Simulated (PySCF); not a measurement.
# Nd(BH4)3: other functionals and bases at one geometry

One table from this session's results is given with a row withheld; the runs are named, their logs left out.

The runs use PySCF 2.14.0; several levels, as the steps say, no spin–orbit coupling.

4 further runs of the same task are left out: 2 for a known fault of the program, 2 that didn't finish.

### Where the work starts

16 atoms, charge 0, spin multiplicity 1.

Bond lengths: Nd1–B2 2.532 Å, Nd1–H4 2.323 Å, Nd1–H5 2.323 Å, Nd1–H6 2.354 Å, Nd1–B7 2.532 Å, Nd1–H9 2.323 Å, Nd1–H10 2.323 Å, Nd1–H11 2.354 Å, Nd1–B12 2.532 Å, Nd1–H14 2.323 Å, Nd1–H15 2.323 Å, Nd1–H16 2.354 Å, B2–H3 1.205 Å, B2–H4 1.263 Å, B2–H5 1.263 Å, B2–H6 1.252 Å, B7–H8 1.205 Å, B7–H9 1.263 Å and more. Angles: B2–Nd1–H4 29.7°, B2–Nd1–H5 29.7°, B2–Nd1–H6 29.4°, B2–Nd1–B7 120.0°, B2–Nd1–H9 102.5°, B2–Nd1–H10 102.5°, B2–Nd1–H11 149.4°, B2–Nd1–B12 120.0°, B2–Nd1–H14 130.7°, B2–Nd1–H15 130.7°, B2–Nd1–H16 90.6°, H4–Nd1–H5 50.7°, H4–Nd1–H6 50.7°, H4–Nd1–B7 130.7°, H4–Nd1–H9 103.0°, H4–Nd1–H10 126.3°, H4–Nd1–H11 151.1°, H4–Nd1–B12 102.5° and more.

Geometry (Å):

```mol
B3H12Nd
  3D, bonds by distance, orders not assigned

 16 24  0  0  0  0  0  0  0  0999 V2000
   -0.0000   -0.0000    0.0000 Nd  0  0
    2.5324    0.0120    0.0000 B   0  0
    3.7367   -0.0093    0.0000 H   0  0
    2.0198   -0.5741    0.9941 H   0  0
    2.0198   -0.5741   -0.9941 H   0  0
    2.0451    1.1652   -0.0000 H   0  0
   -1.2766    2.1871    0.0000 B   0  0
   -1.8603    3.2407    0.0000 H   0  0
   -0.5127    2.0363    0.9941 H   0  0
   -0.5127    2.0363   -0.9941 H   0  0
   -2.0316    1.1885    0.0000 H   0  0
   -1.2558   -2.1991    0.0000 B   0  0
   -1.8764   -3.2315    0.0000 H   0  0
   -1.5071   -1.4621    0.9941 H   0  0
   -1.5071   -1.4621   -0.9941 H   0  0
   -0.0135   -2.3537   -0.0000 H   0  0
  1  2  8  0
  1  4  8  0
  1  5  8  0
  1  6  8  0
  1  7  8  0
  1  9  8  0
  1 10  8  0
  1 11  8  0
  1 12  8  0
  1 14  8  0
  1 15  8  0
  1 16  8  0
  2  3  8  0
  2  4  8  0
  2  5  8  0
  2  6  8  0
  7  8  8  0
  7  9  8  0
  7 10  8  0
  7 11  8  0
 12 13  8  0
 12 14  8  0
 12 15  8  0
 12 16  8  0
M  END
```

Formal oxidation states: Nd +3. Each metal's 3 4f electrons lie in its core potential, so multiplicities, spins and levels count the valence alone. An earlier session relaxed this geometry at TPSS, Nd lcecp-1-SVP with ECP49, B def2-SVP, H def2-SVP (singlet, point group C3h).

At TPSS on the finer grid: E = -115.748516 Eh, HOMO -8.33 eV, LUMO -3.40 eV, Mulliken charge on Nd1 +0.62 e, largest force component 0.006 eV/Å. 

Levels to run: PBE; B3LYP; r2SCAN; BP86; TPSS, TZVP. Hardware: 4 threads of Intel Xeon Platinum 8259CL at 2.50GHz (Skylake/Cascade Lake), shared host.

Set-up of the first run:

Input file run.py (the lines that set the calculation):

```python
mol = gto.M(atom='''
Nd     0.00000     0.00000     0.00000
B      2.53238     0.01201     0.00000
H      3.73674    -0.00927     0.00000
H      2.01979    -0.57413     0.99407
H      2.01979    -0.57413    -0.99407
H      2.04506     1.16518     0.00000
B     -1.27659     2.18710     0.00000
H     -1.86034     3.24074     0.00000
H     -0.51268     2.03626     0.99407
H     -0.51268     2.03626    -0.99407
H     -2.03160     1.18848     0.00000
B     -1.25579    -2.19911     0.00000
H     -1.87639    -3.23148     0.00000
H     -1.50711    -1.46213     0.99407
H     -1.50711    -1.46213    -0.99407
H     -0.01345    -2.35366     0.00000''',
    basis={'Nd': 'lcecp-1-SVP', 'B': 'def2-SVP', 'H': 'def2-SVP'},
    ecp={'Nd': 'lcecp-1-SVP'},
    charge=0, spin=0)
mf = dft.RKS(mol, xc='PBE')
mf.grids.atom_grid = (75, 302)  # f atoms: unpruned, at least (60, 302)
mf = mf.density_fit()  # fitting sets: Nd AutoAux, B def2-universal-JKFIT, H def2-universal-JKFIT
mf.conv_tol = 1e-08; mf.max_cycle = 55
mf.kernel(dm0)  # dm0: the density of the relaxed state
```

The run is started by

```sh
> OMP_NUM_THREADS=4 python run.py
```

Steps of the session up to this table: PBE; B3LYP; r2SCAN; BP86; TPSS, TZVP.

One of the session's tables, all rows but one given; the rest of the session is left out.

| level | HOMO (eV) | gap (eV) | charge on Nd1 (e) | largest force component (eV/Å) |
| --- | --- | --- | --- | --- |
| TPSS (relaxed here) | -8.33 | 4.93 | 0.62 | 0.01 |
| PBE | -8.07 | 4.44 | 0.32 | 0.22 |
| B3LYP | -9.25 | 6.08 | 0.46 | 0.08 |
| r2SCAN | -8.44 | 5.07 | 0.67 | 0.09 |
| BP86 | ? | ? | ? | ? |
| TPSS, TZVP | -8.36 | 4.98 | 1.08 | 0.31 |

**Question.** Estimate the row for BP86.

As computed: HOMO (eV): -8.17; gap (eV): 4.51; charge on Nd1 (e): 0.36; largest force component (eV/Å): 0.18. In the column «HOMO (eV)» it lies between TPSS (relaxed here) (-8.33) and PBE (-8.07).

In one basis the HOMO–LUMO gap runs from 4.44 eV (PBE) to 6.08 eV (B3LYP). The largest leftover force, 0.31 eV/Å with TPSS, TZVP, stands at a geometry relaxed at another level. With 4f in the core, its levels are missing from HOMO and gap, and its count is fixed, so no charge can pass from the ligands into it. Total energies of different levels can't be compared.
